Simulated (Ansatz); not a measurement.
# Li (Li, 9R): the cost of one run

Method: DFT r2SCAN, plane waves (500 eV) with PAW, scalar-relativistic; the PAW data stem from PBE, with regenerated cores, in Ansatz 0.2.0.

## 1. The system as given

It takes space group R-3m (No. 166, trigonal). The conventional cell has a = 3.101 Å, b = 3.101 Å, c = 22.765 Å, α = 90.00°, β = 90.00°, γ = 120.00°. Li (site symmetry -3m) is surrounded by 12 Li at 3.10 Å. Li (site symmetry 3m) has 12 Li at 3.09 to 3.10 Å as nearest neighbours.

As a file:

```
Li
1.0
     1.55050    0.89518    7.58830
    -1.55050    0.89518    7.58830
     0.00000   -1.79036    7.58830
Li
3
Cartesian
  1.5505 0.8952 7.5883
  0.0000 0.0000 5.0538
  0.0000 0.0000 17.7111
```

## 2. Geometry optimisation

Contents of input.yaml:

```yaml
crystal:
  lattice:
    - [1.5504989657, 0.8951809952, 7.5883]
    - [-1.5504989657, 0.8951809952, 7.5883]
    - [0.0, -1.7903619905, 7.5883]
  atoms:
    - { symbol: Li, position: [1.0, 0.0, 0.0] }
    - { symbol: Li, position: [0.222, 0.222, 0.222] }
    - { symbol: Li, position: [0.778, 0.778, 0.778] }
hamiltonian:
  xc: r2scan
  pseudopotentials:
    kind: paw
    azcp:
      Li: "pseudopotentials/Li.paw.azcp"
basis:
  ecutwfc: 500
  fft_grid_basis: typed
kpoints:
  mp_grid: { grid: [12, 12, 12], shift: [0, 0, 0] }
magnetization:
  spin_polarized: false
scf:
  occupations: { method: fermi_dirac, width: 0.1 }
relax:
  max_steps: 60
  f_tol: 0.01
  cell: {}
output:
  write_density: true
  write_potential: true
  elf: true
  volumetric_format: npy
```

Started as:

```bash
$ ansatz run input.yaml --threads 1 --pin off --max-ram 3584MiB --backend cpu --events-out ev --progress --plain --runs-dir out
```

Q: Estimate wall time and peak memory on 1 thread of Intel Xeon Platinum 8259CL at 2.50GHz (Skylake/Cascade Lake), shared host.

About 96 s, with a peak of 0.76 GiB.
